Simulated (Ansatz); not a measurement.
**Sr2Cu3B2O2, relaxed**

Wanted: the geometry at rest of Sr2Cu3B2O2 (a borrowed structure type, volume estimated), relaxing cell and atoms at 5 GPa, and its electronic structure there.

Method: DFT, r2SCAN, no spin polarisation, plane waves, PAW, in Ansatz 0.2.0.

## (1) The structure

It takes space group I4/mmm (No. 139, tetragonal). Conventional cell: a = 3.682 Å, b = 3.682 Å, c = 17.110 Å, α = 90.00°, β = 90.00°, γ = 90.00°. Sr (site symmetry 4mm) is surrounded by 4 O at 2.42 Å. Cu (site symmetry 4/mmm) has 4 O at 1.84 Å as nearest neighbours. Around B (site symmetry 4mm) lie 4 Cu at 2.28 Å. Cu (site symmetry -4m2) has 4 B at 2.28 Å and 4 Cu at 2.60 Å as nearest neighbours. O (site symmetry mmm) is surrounded by 2 Cu at 1.84 Å and 4 Sr at 2.42 Å.

The coordinates stand in the input below.

It starts from an earlier solution of the starting cell (checkpoint.read).

## (2) The walk to rest

Input file input.yaml:

```yaml
crystal:
  lattice:
    - [0.0, 3.68165334, 0.0]
    - [3.68165334, 0.0, 0.0]
    - [1.84082667, 1.84082667, -8.5549137]
  atoms:
    - { symbol: Sr, position: [0.5921, 0.5921, 0.8158] }
    - { symbol: Sr, position: [0.4079, 0.4079, 0.1842] }
    - { symbol: Cu, position: [0.0, 0.0, 0.0] }
    - { symbol: B, position: [0.171, 0.171, 0.658] }
    - { symbol: B, position: [0.829, 0.829, 0.342] }
    - { symbol: Cu, position: [0.25, 0.75, 0.5] }
    - { symbol: Cu, position: [0.75, 0.25, 0.5] }
    - { symbol: O, position: [0.0, 0.5, 0.0] }
    - { symbol: O, position: [0.5, 0.0, 0.0] }
  symmetry: { tolerance: 0.0003 }
kpoints:
  mp_grid: { grid: [6, 6, 6], shift: [0, 0, 0] }
magnetization:
  spin_polarized: false
scf:
  occupations: { method: methfessel_paxton, width: 0.2807 }
  lower_state_search: "off"
hamiltonian:
  pseudopotentials: { kind: paw }
  xc: r2scan
basis:
  ecutwfc: 500
  fft_grid_basis: typed
relax:
  max_steps: 40
  cell: { p_target: 5.0 }
output:
  forces: true
  stress: true
  eigenvalues: true
  bader: false
  populations: true
  elf: true
  write_potential: true
  volumetric_format: npy
  dos:
    e_range: [-12, 8]
    de: 0.05
    projected: { site_lists: { B: [B], Cu: [Cu], O: [O], Sr: [Sr] } }
  write_density: true
checkpoint:
  read: saved_state
```

Started as:

```sh
ansatz run input.yaml --threads 2 --pin off --max-ram 3584MiB --backend cpu --events-out ev --progress --plain --runs-dir out
```

**Question.** What will these runs give? Wanted: moves; largest move; cell; volume; pressure at the end; character.

As calculated:

| quantity | value |
| --- | --- |
| moves | 8 |
| largest move | 0.65 Å (B) |
| space group (0.01 Å), before / after | I4/mmm / I4/mmm |
| cell | a = 3.863 Å, b = 3.863 Å, c = 8.761 Å, α = 77.26°, β = 77.26°, γ = 90.00° |
| volume | 13.80 Å³/atom (+7.1 %) |
| pressure at the end | 5.00 GPa |
| character | metal |
| density of states, mean within 0.25 eV of the Fermi level | 2.9 per eV per cell |

**Reading.** The volume grew by 7.1 %, and the largest move of an atom is 0.65 Å apart from the change of the cell. With 16 symmetry operations imposed, the end may be a saddle point towards distortions that break them. Bands cross the Fermi level: a metal; within 0.25 eV of the Fermi level the density of states averages 2.9 per eV per cell, mostly B p (50 %) and Cu d (22 %).

Caveats: an odd count of electrons without spin polarisation forces a partly filled band; a 3d oxide or halide that comes out metallic without a U or exact exchange, which may be an insulator in nature; wide smearing.
